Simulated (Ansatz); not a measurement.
# SnSiH3F3 (SMILES [F][Sn]([F])([F])[SiH3]): PBE/def2-SVP (core potential)

Aim: the vertical singlet–triplet gap of SnSiH3F3 at PBE/def2-SVP (core potential), from 2 runs. 

The calculation is run with Ansatz 0.2.0.

35 further runs of the same task are left out: 35 set aside as unsound or not needed. Runs told in other sessions of the task aren't counted.

**1. The structure to begin with**

SnSiH3F3: 8 atoms, total charge 0, spin state singlet. SMILES: `[F][Sn]([F])([F])[SiH3]`. The coordinates come from a PBE0-D4/def2-TZVP relaxation.

Bond lengths: F1–Sn2 1.903 Å, Sn2–F3 1.903 Å, Sn2–F4 1.903 Å, Sn2–Si5 2.560 Å, Si5–H6 1.480 Å, Si5–H7 1.480 Å, Si5–H8 1.479 Å. Some angles: F1–Sn2–F3 103.4°, F1–Sn2–F4 103.4°, F1–Sn2–Si5 115.2°, F3–Sn2–F4 103.4°, F3–Sn2–Si5 114.9°, F4–Sn2–Si5 115.0°, Sn2–Si5–H6 106.5°, Sn2–Si5–H7 106.3°, Sn2–Si5–H8 106.6°, H6–Si5–H7 112.3°.

**2. A single-point energy at PBE/def2-SVP (core potential)**

File job.yaml:

```yaml
basis:
  gaussian:
    orbitals: def2-SVP
crystal:
  periodic: [false, false, false]
  atoms:
    - symbol: F
      position_ang: [0.165300, -2.193800, 1.388300]
    - symbol: Sn
      position_ang: [0.794500, -0.774800, 0.288000]
    - symbol: F
      position_ang: [2.267700, -0.076200, 1.269200]
    - symbol: F
      position_ang: [1.622500, -1.679600, -1.166800]
    - symbol: Si
      position_ang: [-0.973200, 0.954100, -0.377000]
    - symbol: H
      position_ang: [-1.479100, 1.542100, 0.882900]
    - symbol: H
      position_ang: [-0.282200, 1.951000, -1.224200]
    - symbol: H
      position_ang: [-2.023600, 0.220100, -1.116300]
hamiltonian:
  xc: pbe
accuracy: high
output: {orbitals: {seedname: orbitals}}
```

Launch:

```bash
$ ansatz run job.yaml --threads 1 --pin off --max-ram 2610MiB --events-out events.jsonl --progress --plain --runs-dir runs
```

Log:

```text
Warning: RAYON_NUM_THREADS=1 ignored (pool sized by the plan → 1); use --threads N
Functional definition: PBE
  name "PBE"
  parameter kappa = 0.804
  parameter beta = 0.06672455060314922
  exchange = pbe_x(kappa = kappa, mu = beta*pi^2/3)
  correlation = pbe_c(beta = beta)
2198 factors; integrals over basis functions are off by at most 5.1e-9 eV
mean field evaluation 1: about -21883.0884 eV, gradient 6.2e1 eV
mean field evaluation 2: about -21838.7951 eV, gradient 1.7e2 eV
mean field evaluation 4: about -21889.5177 eV, gradient 6.3e0 eV
mean field evaluation 8: about -21889.6490 eV, gradient 1.0e-1 eV
mean field evaluation 16: about -21889.6490 eV, gradient 2.7e-5 eV
mean field -21889.64898719 eV, -804.4297629421 hartree, gradient 3.9e-8 eV, S^2 0.000000; 0 other end points of the search recorded, 0 dependent functions left out
reference -21889.64899169 eV, -804.4297631077 hartree; 33, 33 occupied and 68, 68 virtual orbitals, 2198 factors
Total energy: -21889.64899169 eV, -804.4297631077 hartree
```

Run time: 9 s. Hardware: 1 thread of Arm Neoverse V2, shared host; peak memory 0.27 GiB.

**3. The triplet, same level**

File input.yaml:

```yaml
crystal:
  periodic: [false, false, false]
  atoms:
    - {symbol: F, position_ang: [0.165300, -2.193800, 1.388300]}
    - {symbol: Sn, position_ang: [0.794500, -0.774800, 0.288000]}
    - {symbol: F, position_ang: [2.267700, -0.076200, 1.269200]}
    - {symbol: F, position_ang: [1.622500, -1.679600, -1.166800]}
    - {symbol: Si, position_ang: [-0.973200, 0.954100, -0.377000]}
    - {symbol: H, position_ang: [-1.479100, 1.542100, 0.882900]}
    - {symbol: H, position_ang: [-0.282200, 1.951000, -1.224200]}
    - {symbol: H, position_ang: [-2.023600, 0.220100, -1.116300]}
basis:
  gaussian:
    orbitals: def2-SVP
output:
  orbitals: {seedname: orbitals}
hamiltonian:
  xc: pbe
magnetization:
  spin_polarized: true
  initial_magnetization: 2
accuracy: high
```

Launch:

```bash
$ ansatz run input.yaml --threads 1 --pin off --max-ram 2610MiB --events-out events.jsonl --progress --plain --runs-dir runs
```

Log, shortened:

```text
Warning: RAYON_NUM_THREADS=1 ignored (pool sized by the plan → 1); use --threads N
[... 6 set-up lines as earlier in the session ...]
2198 factors; integrals over basis functions are off by at most 5.1e-9 eV
mean field evaluation 1: about -21877.4462 eV, gradient 4.4e1 eV
mean field evaluation 2: about -21802.1258 eV, gradient 1.5e2 eV
mean field evaluation 4: about -21882.4377 eV, gradient 1.9e1 eV
mean field evaluation 8: about -21884.5987 eV, gradient 3.5e-1 eV
mean field evaluation 16: about -21884.5949 eV, gradient 6.3e-4 eV
mean field evaluation 32: about -21881.4972 eV, gradient 1.7e1 eV
mean field evaluation 64: about -21883.5289 eV, gradient 2.0e-1 eV
mean field -21884.59490351 eV, -804.2440287929 hartree, gradient 1.2e-8 eV, S^2 2.003124; 4 other end points of the search recorded, 0 dependent functions left out
reference -21884.59490797 eV, -804.2440289567 hartree; 34, 32 occupied and 67, 69 virtual orbitals, 2198 factors
Total energy: -21884.59490797 eV, -804.2440289567 hartree
```

Wall time 26 s (1 thread of Arm Neoverse V2, shared host); peak memory 0.36 GiB.

**4. Summary of results**

At PBE/def2-SVP (core potential):

| quantity | value |
| --- | --- |
| singlet: total energy | -804.42976 Eh |
| singlet: HOMO energy | -8.02 eV |
| singlet: LUMO energy | -2.65 eV |
| singlet: HOMO–LUMO gap | 5.37 eV |
| triplet: total energy | -804.24403 Eh |
| triplet: HOMO energy (highest over α and β) | -3.10 eV |
| triplet: ⟨S²⟩ | 2.003 |
| vertical energy of the triplet above the singlet | 5.054 eV |

What this shows: At this shape the triplet lies 5.05 eV (488 kJ/mol) above the singlet.
